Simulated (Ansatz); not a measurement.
# CH4FNSi: the cost of one run

Method: RKS B3LYP/def2-SVP, in Ansatz 0.2.0.

1 further run of the same task is left out (it didn't finish).

## (1) The system as given

Bond lengths: N1–C2 1.257 Å, C2–Si3 1.895 Å, Si3–F4 1.615 Å, N1–H5 1.021 Å, C2–H6 1.103 Å, Si3–H7 1.453 Å, Si3–H8 1.452 Å. Angles: N1–C2–Si3 120.6°, N1–C2–H6 122.7°, Si3–C2–H6 116.7°, C2–N1–H5 116.1°, C2–Si3–F4 103.5°, C2–Si3–H7 112.7°, C2–Si3–H8 112.7°, F4–Si3–H7 105.4°, F4–Si3–H8 105.4°, H7–Si3–H8 115.8°.

Structure file:

```xyz
8

N     0.2603    1.4091   -0.9979
C     0.0497    0.7842    0.0725
Si   -0.0968   -1.1054    0.0733
F    -0.3557   -1.4615    1.6275
H     0.3262    2.4249   -0.9188
H    -0.0592    1.2898    1.0470
H     1.1511   -1.7644   -0.2714
H    -1.2756   -1.5768   -0.6321
```

## (2) Preparing the start

The input, input.yaml:

```yaml
crystal:
  periodic: [false, false, false]
  atoms:
    - { symbol: "N", position_ang: [0.26032, 1.40908, -0.99791] }
    - { symbol: C, position_ang: [0.04969, 0.78423, 0.07246] }
    - { symbol: Si, position_ang: [-0.09678, -1.10535, 0.07333] }
    - { symbol: F, position_ang: [-0.3557, -1.46147, 1.62749] }
    - { symbol: H, position_ang: [0.32622, 2.42491, -0.9188] }
    - { symbol: H, position_ang: [-0.0592, 1.28978, 1.04702] }
    - { symbol: H, position_ang: [1.15109, -1.76436, -0.27143] }
    - { symbol: H, position_ang: [-1.27564, -1.57681, -0.63215] }
basis:
  gaussian: { orbitals: def2-SVP }
hamiltonian:
  xc: b3lyp
relax:
  f_tol: 0.02
  max_steps: 40
scf:
  lower_state_search: "off"
output:
  orbitals: {}
```

Launch:

```bash
$ ansatz run input.yaml --threads 1 --pin off --max-ram 2048MiB --backend cpu --events-out ev --progress --plain --runs-dir out
```

Q: Estimate wall time and peak memory on 1 thread of Arm Neoverse N1, shared host.

About 40 s, with a peak of 0.15 GiB.
